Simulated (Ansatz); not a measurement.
What does this script print? It uses Ansatz's Python interface.

The script, `cas.py`:
```python
"""Static correlation in CH4AlBr: natural occupations of an active space."""

from dataclasses import dataclass

import ansatz


@dataclass(frozen=True)
class Options:
    basis_set: str = "def2-SVP"


settings = Options()

GEOMETRY = """
C    -0.73760    0.47030   -0.28870
Al    0.88840   -0.45520    0.15890
Br    0.87410   -2.00990    1.93480
H    -0.54930    1.61820   -0.19900
H    -1.59500    0.18680    0.36740
H    -1.07190    0.29800   -1.34810
H     2.25250   -0.17620   -0.67090
"""


def main() -> None:
    system = ansatz.Crystal.molecule()
    for line in GEOMETRY.strip().splitlines():
        symbol, *xyz = line.split()
        system = system.atom(symbol, [float(v) for v in xyz])

    job = (
        system.calculation()
        .basis(gaussian=settings.basis_set)
        .scf(lower_state_search="standard")
        .correlation(active_electrons=4, active_orbitals=4)
    )
    for method in ["sc_nevpt2"]:
        report = (job if method is None else job.correlation(method)).run(threads=1, pin="off").report
        space = report["configurations"]
        state = space["states"][0]
        print(method or "casscf", f"total {report['free_energy_ev'] / 27.211386246:.6f} Ha, active-space state {state['energy']['hartree']:.6f} Ha, mean field {report['reference_energy_ev'] / 27.211386246:.6f} Ha")
        print("  determinants", state["n_determinants"], " natural occupations", [round(n, 3) for n in space["natural_occupations"]])


if __name__ == "__main__":
    main()
```

Running `python cas.py` prints:
```text
sc_nevpt2 total -2854.615613 Ha, active-space state -2854.213811 Ha, mean field -2854.178456 Ha
  determinants 36  natural occupations [1.981, 1.977, 0.022, 0.02]
```

Reading the output:
- The settings weren't tested for convergence.
- The geometry is a force-field or estimated start, not a minimum of this method, and the basis set is short of its limit. The active space starts as a window about the frontier orbitals and is then optimised, not chosen by chemistry.
- Finished in 11 s on 1 thread of Arm Neoverse V1, on a shared host, peak memory 0.24 GiB.
